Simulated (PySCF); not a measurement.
# One shape, several levels: BSiH3BrOF (SMILES OB(F)[SiH2]Br)

Aim: a comparison of 6 runs (HF/STO-3G, HF/def2-SVP, B3LYP/6-31G*, B2PLYP/cc-pVDZ, B2PLYP/aug-cc-pVDZ, BLYP/cc-pVTZ) of BSiH3BrOF. 

The calculation is run with PySCF 2.14.0.

## 1. The molecule

The species is BSiH3BrOF (8 atoms), meant as a singlet with charge 0. As SMILES, `OB(F)[SiH2]Br`. The coordinates come from a PBE0-D4/def2-TZVP relaxation. This is one conformer, not always the lowest.

Bond lengths: O1–B2 1.342 Å, B2–F3 1.327 Å, B2–Si4 2.036 Å, Si4–Br5 2.245 Å, O1–H6 0.964 Å, Si4–H7 1.483 Å, Si4–H8 1.483 Å. Angles: O1–B2–F3 117.5°, O1–B2–Si4 122.3°, F3–B2–Si4 120.2°, B2–Si4–Br5 105.0°, B2–O1–H6 112.9°, B2–Si4–H7 113.7°, B2–Si4–H8 113.7°, Br5–Si4–H7 107.4°, Br5–Si4–H8 107.4°, H7–Si4–H8 109.1°.

## 2. Energy and gradient at HF/STO-3G (run 1)

File input.xyz:

```xyz
8
BBrFH3OSi
O      0.941700     0.833400     1.457300
B      0.780700    -0.286000     0.734800
F      1.516600    -1.339300     1.065700
Si    -0.532800    -0.401000    -0.816500
Br    -1.485000     1.629100    -0.924300
H      0.375800     1.555500     1.160500
H      0.113200    -0.658700    -2.126800
H     -1.618200    -1.390200    -0.606500
```

File job.py:

```python
# OB(F)[SiH2]Br
import pyscf.grad
from pyscf import gto

mol = gto.Mole()
mol.atom = 'input.xyz'
mol.verbose = 4
mol.spin = 0
mol.max_memory = 1860
mol.basis = 'sto-3g'
mol.build()

mf = mol.RHF()
mf.conv_tol = 1e-10
mf.kernel()
if not mf.converged:
    mf = mf.newton().run(mf.mo_coeff, mf.mo_occ)

e_tot = mf.e_tot
print('Final energy', e_tot)
grad = mf.Gradients().kernel()
mf.analyze()
```

Run with:

```
$ OMP_NUM_THREADS=1 python job.py
```

Log:

```text
PySCF version 2.14.0

[... 77 lines left out ...]
Nuclear Repulsion Energy =             377.830512997859785
[... 8 lines left out ...]
MO #3   energy= -63.1461482644339  occ= 2
[... 6 lines left out ...]
MO #10  energy= -7.46948028538492  occ= 2
[... 6 lines left out ...]
MO #17  energy= -4.02067469487226  occ= 2
[... 6 lines left out ...]
MO #24  energy= -1.32037930137298  occ= 2
[... 6 lines left out ...]
MO #31  energy= -0.500759942808456 occ= 2
[... 6 lines left out ...]
MO #38  energy= 0.295847938407844  occ= 0
[... 6 lines left out ...]
MO #45  energy= 0.870072612134329  occ= 0
[... 56 lines left out ...]
Dipole moment(X, Y, Z, Debye):  0.26760, -1.08859, -0.21839
```

Run time: 6.3 s. Hardware: 1 thread of Intel Xeon at 2.50GHz (Skylake/Cascade Lake), shared host; peak memory 0.12 GiB.

## 3. Energy and forces at HF/def2-SVP (run 2)

File input.py:

```python
import pyscf.grad
from pyscf import gto

mol = gto.Mole()
mol.atom = '''
O      0.941700     0.833400     1.457300
B      0.780700    -0.286000     0.734800
F      1.516600    -1.339300     1.065700
Si    -0.532800    -0.401000    -0.816500
Br    -1.485000     1.629100    -0.924300
H      0.375800     1.555500     1.160500
H      0.113200    -0.658700    -2.126800
H     -1.618200    -1.390200    -0.606500
'''
mol.basis = 'def2-svp'
mol.max_memory = 1860
mol.verbose = 3
mol.build()

hf = mol.RHF()
hf.conv_tol = 1e-10
hf.kernel()
if not hf.converged:
    hf = hf.newton().run(hf.mo_coeff, hf.mo_occ)

energy = hf.e_tot
print(f'total energy: {energy:.8f} hartree')
grad = hf.Gradients().kernel()
dip = hf.dip_moment()
pop, q = hf.mulliken_pop()
```

Run with:

```
$ OMP_NUM_THREADS=1 python input.py
```

Log:

```text
converged SCF energy = -3061.67739871377
total energy: -3061.67739871 hartree
[... 8 lines left out ...]
Dipole moment(X, Y, Z, Debye): -0.69717, -0.04439, -0.81477
[... 116 lines left out ...]
charge of    7H =     -0.09816
```

Wall time 28 s (1 thread of Intel Xeon at 2.50GHz (Skylake/Cascade Lake), shared host); peak memory 0.24 GiB.

## 4. Energy and gradient at B3LYP/6-31G(d) (spherical functions) (run 3)

File calc.py:

```python
import pyscf.grad
from pyscf import gto, dft

molecule = gto.M(
    atom='''
O      0.941700     0.833400     1.457300
B      0.780700    -0.286000     0.734800
F      1.516600    -1.339300     1.065700
Si    -0.532800    -0.401000    -0.816500
Br    -1.485000     1.629100    -0.924300
H      0.375800     1.555500     1.160500
H      0.113200    -0.658700    -2.126800
H     -1.618200    -1.390200    -0.606500
''',
    verbose=4,
    basis='6-31g*',
    max_memory=1860,
)

myscf = dft.RKS(molecule, xc='b3lyp')
myscf.grids.level = 5
myscf.conv_tol = 1e-10
myscf.kernel()
if not myscf.converged:
    myscf = myscf.newton().run(myscf.mo_coeff, myscf.mo_occ)

e_tot = myscf.e_tot
print('E(%s) = %.9f' % ('B3LYP', e_tot))
grad = myscf.Gradients().kernel()
myscf.analyze()
```

Run with:

```
$ OMP_NUM_THREADS=1 python calc.py
```

Log:

```text
PySCF version 2.14.0

[... 78 lines left out ...]
converged SCF energy = -3065.23097844377
[... 28 lines left out ...]
MO #7   energy= -24.7034306567315  occ= 2
[... 12 lines left out ...]
MO #20  energy= -2.63182212344323  occ= 2
[... 12 lines left out ...]
MO #33  energy= -0.376424563687825 occ= 2
[... 12 lines left out ...]
MO #46  energy= 0.209533773180766  occ= 0
[... 12 lines left out ...]
MO #59  energy= 0.590384539342015  occ= 0
[... 12 lines left out ...]
MO #72  energy= 1.13135702042097   occ= 0
[... 12 lines left out ...]
MO #85  energy= 1.9469240205751    occ= 0
[... 12 lines left out ...]
MO #98  energy= 4.88506861621727   occ= 0
[... 109 lines left out ...]
Dipole moment(X, Y, Z, Debye): -0.32139, -0.16825, -0.44640
```

It took 95 s on 1 thread of Intel Xeon at 2.50GHz (Skylake/Cascade Lake), shared host; peak memory 0.97 GiB.

Runs 4 to 5 aren't shown in full; the table further down has their settings and results.

## 5. Energy and gradient at BLYP/cc-pVTZ (run 6)

File geometry.xyz:

```xyz
8
BBrFH3OSi
O      0.941700     0.833400     1.457300
B      0.780700    -0.286000     0.734800
F      1.516600    -1.339300     1.065700
Si    -0.532800    -0.401000    -0.816500
Br    -1.485000     1.629100    -0.924300
H      0.375800     1.555500     1.160500
H      0.113200    -0.658700    -2.126800
H     -1.618200    -1.390200    -0.606500
```

File run.py:

```python
# OB(F)[SiH2]Br
from pyscf import gto, dft

molecule = gto.M(
    atom='geometry.xyz',
    basis='cc-pvtz',
    verbose=4,
    max_memory=1860,
)

calc0 = dft.RKS(molecule, xc='blyp')
calc0.grids.level = 5
calc0.conv_tol = 1e-10
calc0.kernel()
if not calc0.converged:
    calc0 = calc0.newton().run(calc0.mo_coeff, calc0.mo_occ)

e_tot = calc0.e_tot
print(f'total energy: {e_tot:.8f} hartree')
grad = calc0.nuc_grad_method().kernel()
calc0.analyze()
```

Run with:

```
$ OMP_NUM_THREADS=1 python run.py
```

Log:

```text
PySCF version 2.14.0

[... 105 lines left out ...]
MO #1   energy= -481.151620508506  occ= 2
[... 25 lines left out ...]
MO #27  energy= -0.503453138662149 occ= 2
[... 25 lines left out ...]
MO #53  energy= 0.228717059816148  occ= 0
[... 25 lines left out ...]
MO #79  energy= 0.78416029367922   occ= 0
[... 25 lines left out ...]
MO #105 energy= 1.41534597913215   occ= 0
[... 25 lines left out ...]
MO #131 energy= 2.0406519970413    occ= 0
[... 25 lines left out ...]
MO #157 energy= 3.35813902552025   occ= 0
[... 25 lines left out ...]
MO #183 energy= 5.31596538288709   occ= 0
[... 25 lines left out ...]
MO #209 energy= 11.7202450387683   occ= 0
[... 220 lines left out ...]
Dipole moment(X, Y, Z, Debye): -0.50457,  0.18013, -0.48745
```

Wall time 12 min (1 thread of Intel Xeon at 2.50GHz (Skylake/Cascade Lake), shared host); peak memory 1.7 GiB.

## 6. Overview of the runs

```csv
run,level,integration grid,task,energy (Eh),dipole moment (D),HOMO energy (eV),LUMO energy (eV),wall time
1,HF/STO-3G,–,gradient,-3028.428391,1.14,-8.09,8.05,6.3 s
2,HF/def2-SVP,–,gradient,-3061.677399,1.07,-11.40,2.68,28 s
3,B3LYP/6-31G* (spherical functions),5,gradient,-3065.230978,0.58,-8.01,-0.75,95 s
4,B2PLYP/cc-pVDZ,5,energy,-3064.777813,0.81,-9.39,0.62,51 s
5,B2PLYP/aug-cc-pVDZ,5,energy,-3064.813978,1.05,-9.55,0.10,98 s
6,BLYP/cc-pVTZ,5,gradient,-3065.647927,0.72,-6.96,-1.66,12 min
```

## 7. Outcome

| quantity | value |
| --- | --- |
| run 6: total energy | -3065.64793 Eh |
| run 6: dipole moment | 0.72 D |
| run 6: HOMO energy | -6.96 eV |
| run 6: LUMO energy | -1.66 eV |
| run 6: HOMO–LUMO gap | 5.30 eV |
| run 6: largest force on an atom | 0.778 eV/Å |

**Reading.** The dipole moment (its size) runs from 0.58 D (B3LYP/6-31G*) to 1.14 D (HF/STO-3G). The two ends differ in method and basis. The HOMO–LUMO gap runs from 5.30 eV (BLYP/cc-pVTZ) to 16.14 eV (HF/STO-3G). Totals of different functionals can't be ranked against each other. In run 1 the basis is minimal, so the values are rough. All runs together took 16 min, the longest 12 min.
